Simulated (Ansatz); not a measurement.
This script drives Ansatz 0.2.0, Python API.

`scan_ch5bse.py`
```python
'''Stretching a bond of CH5BSe, the rest held rigid.'''

import ansatz as az
import numpy as np

config = {
    'basis': 'def2-SVP',
    'functional': 'pbe0',
}

geometry_ang = [
    ('C', (-0.6141, 0.7022, -0.3053)),
    ('B', (0.5959, -0.2168, -0.2971)),
    ('Se', (1.3257, -0.8603, 1.4382)),
    ('H', (-1.4146, 0.2686, -0.8765)),
    ('H', (-0.3909, 1.6913, -0.8378)),
    ('H', (-0.9945, 0.9772, 0.7184)),
    ('H', (1.1212, -0.5549, -1.3084)),
    ('H', (0.4635, -2.0645, 1.4127)),
]
mol = az.Crystal.molecule()
for symbol, xyz in geometry_ang:
    mol = mol.atom(symbol, xyz)

symbols = [site.symbol for site in mol.cartesian_sites]
start = np.array([site.position_ang for site in mol.cartesian_sites])
axis = (start[0] - start[1]) / np.linalg.norm(start[0] - start[1])
moving = [0, 3, 4, 5]
lengths, energies = [1.337, 1.398, 1.459, 1.519, 1.58, 1.641, 1.702, 1.793], []
for length in lengths:
    xyz = start.copy()
    xyz[moving] += (length - np.linalg.norm(start[0] - start[1])) * axis
    point = az.Crystal.molecule()
    for symbol, xyz in zip(symbols, xyz):
        point = point.atom(symbol, xyz.tolist())
    base = (
        point.calculation()
        .basis(gaussian=config['basis'])
        .functional(config['functional'])
    )
    r = base.run(threads=1).report
    energies.append(r['free_energy_ev'])
    print(f'r = {length:6.3f} A  E = {energies[-1]:.5f} eV  <S^2> = {abs(r["mean_field"]["state"]["spin_squared"]):.3f}')

# quartic fit about the minimum
fit = np.polynomial.Polynomial.fit(lengths, np.array(energies) - min(energies), 4).convert()
roots = [r.real for r in fit.deriv().roots() if abs(r.imag) < 1e-9 and fit.deriv(2)(r.real) > 0]
r_e = min(roots, key=lambda r: abs(r - lengths[int(np.argmin(energies))]))
print(f'minimum of the fit at {r_e:.4f} A, force constant {fit.deriv(2)(r_e):.2f} eV/A^2')
```

It is started by `python scan_ch5bse.py`. How long does it take on 1 thread of Arm Neoverse N1 (shared host), and how much memory does it need?

It took about 31 s, with a peak of 0.23 GiB, for 8 runs of the engine.

```console
$ python scan_ch5bse.py
r =  1.337 A  E = -67124.00130 eV  <S^2> = 0.000
r =  1.398 A  E = -67124.48630 eV  <S^2> = 0.000
r =  1.459 A  E = -67124.76426 eV  <S^2> = 0.000
r =  1.519 A  E = -67124.88620 eV  <S^2> = 0.000
r =  1.580 A  E = -67124.89526 eV  <S^2> = 0.000
r =  1.641 A  E = -67124.81862 eV  <S^2> = 0.000
r =  1.702 A  E = -67124.67947 eV  <S^2> = 0.000
r =  1.793 A  E = -67124.39308 eV  <S^2> = 0.000
minimum of the fit at 1.5537 A, force constant 26.09 eV/A^2
```

Reading the output:
- Total energies depend on the basis set; only differences at equal settings carry meaning.
- The rest of the molecule is held rigid at a force-field or estimated start geometry, and the basis set is modest; single-reference methods fail as a bond breaks.
- The orbitals are restricted, so S² is zero by construction.

(Lines on the test bed's own set-up are left out of the output.)
